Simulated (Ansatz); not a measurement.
# C3H4BF: a ladder of functionals and wavefunction methods

An exercise on one series of results from a longer session: the logs are not shown, and one member is left open.

Program: Ansatz 0.2.0, Gaussian basis. Level of theory: functionals in def2-TZVPP, the program's frozen cores in correlated methods. These are calculated values, not measurements.

The runs, in order: LDA (SPW92), PBE-D4, revPBE-D4, BLYP-D4, r2SCAN-D4, B97M-V, PBE0-D4, B3LYP-D4, r2SCANh-D4, r2SCAN0-D4, HSE06-D4, BHLYP-D4, CAM-B3LYP-D4, LC-ωPBE, ωB97X-V, ωB97M-V, B2PLYP, PBE-QIDH; CCSD(T)/def2-SVP; CCSD(T)/def2-TZVPP; MP2/def2-QZVPP; extrapolation to the limit; RPA on PBE.

## The relaxed structure

An earlier PBE0-D4 in a triple-zeta def2 set relaxation fixed the geometry.

9 atoms, charge 0, spin multiplicity 1.

Atoms are counted from 1 here; the program's logs count them from 0.

Bond lengths: B1–C2 1.499 Å, B1–H6 1.195 Å, B1–H7 1.194 Å, C2–C3 1.310 Å, C2–C4 1.516 Å, C3–C4 1.428 Å, C3–H8 1.078 Å, C4–F5 1.377 Å, C4–H9 1.086 Å. Angles: C2–B1–H6 120.3°, C2–B1–H7 119.3°, H6–B1–H7 120.4°, B1–C2–C3 163.2°, B1–C2–C4 136.5°, C3–C2–C4 60.2°, C2–C3–C4 67.1°, C2–C3–H8 144.9°, C4–C3–H8 146.8°, C2–C4–C3 52.7°, C2–C4–F5 118.5°, C2–C4–H9 121.0°, C3–C4–F5 119.4°, C3–C4–H9 126.0°, F5–C4–H9 109.0°.

Set-up of the first run:

File in.yaml:

```yaml
crystal:
  periodic: [false, false, false]
  atoms:
    - {symbol: B, position_ang: [-0.487908, 1.180134, -1.057056]}
    - {symbol: C, position_ang: [-0.291296, -0.033190, -0.199630]}
    - {symbol: C, position_ang: [-0.374056, -1.239195, 0.304649]}
    - {symbol: C, position_ang: [0.624628, -0.439375, 0.938156]}
    - {symbol: F, position_ang: [1.953649, -0.672694, 0.661931]}
    - {symbol: H, position_ang: [-1.452026, 1.870598, -0.911909]}
    - {symbol: H, position_ang: [0.360637, 1.485631, -1.838881]}
    - {symbol: H, position_ang: [-0.788128, -2.224977, 0.169772]}
    - {symbol: H, position_ang: [0.543202, 0.026767, 1.915768]}
basis:
  gaussian: {orbitals: def2-TZVPP}
hamiltonian: {xc: lda}
output: {orbitals: {seedname: orbitals}}
```

Started as:

```bash
$ ansatz run in.yaml --threads 2 --pin off --events-out ev --progress --plain --max-ram 4352MiB
```

Steps of the session up to this table: LDA; PBE-D4 (GGA); revPBE-D4 (GGA); BLYP-D4 (GGA); r2SCAN-D4 (meta-GGA); B97M-V (meta-GGA); PBE0-D4 (hybrid); B3LYP-D4 (hybrid); r2SCANh-D4 (hybrid); r2SCAN0-D4 (hybrid); HSE06-D4 (hybrid); BHLYP-D4 (hybrid); CAM-B3LYP-D4 (range-separated); LC-ωPBE (range-separated); ωB97X-V (range-separated); ωB97M-V (range-separated); B2PLYP (double hybrid); PBE-QIDH (double hybrid).

One table of the session follows, with a row left open; its other results are not shown here.

It belongs to the step «Frontier levels by functional». 

```
  functional  HOMO (eV)  LUMO (eV)  gap (eV)
 LDA (SPW92)      -7.19      -3.19      4.00
      PBE-D4      -7.00      -2.91      4.09
   revPBE-D4      -6.93      -2.80      4.13
     BLYP-D4      -6.88      -2.76      4.12
   r2SCAN-D4      -7.23      -2.57      4.66
      B97M-V      -7.31      -2.65      4.67
     PBE0-D4      -8.25      -1.97      6.28
    B3LYP-D4      -8.02      -2.19      5.83
  r2SCANh-D4      -7.73      -2.25      5.48
  r2SCAN0-D4      -8.38      -1.76      6.62
    HSE06-D4      -7.85      -2.35      5.50
    BHLYP-D4      -9.24      -0.97      8.27
CAM-B3LYP-D4      -9.56      -0.91      8.65
     LC-ωPBE          ?          ?         ?
     ωB97X-V     -10.54       0.20     10.74
     ωB97M-V     -10.44      -0.04     10.40
```

Q: Estimate the row for LC-ωPBE from the others.

**Answer.** HOMO (eV): -10.93; LUMO (eV): 0.28; gap (eV): 11.22. In the column «HOMO (eV)» it is the lowest.
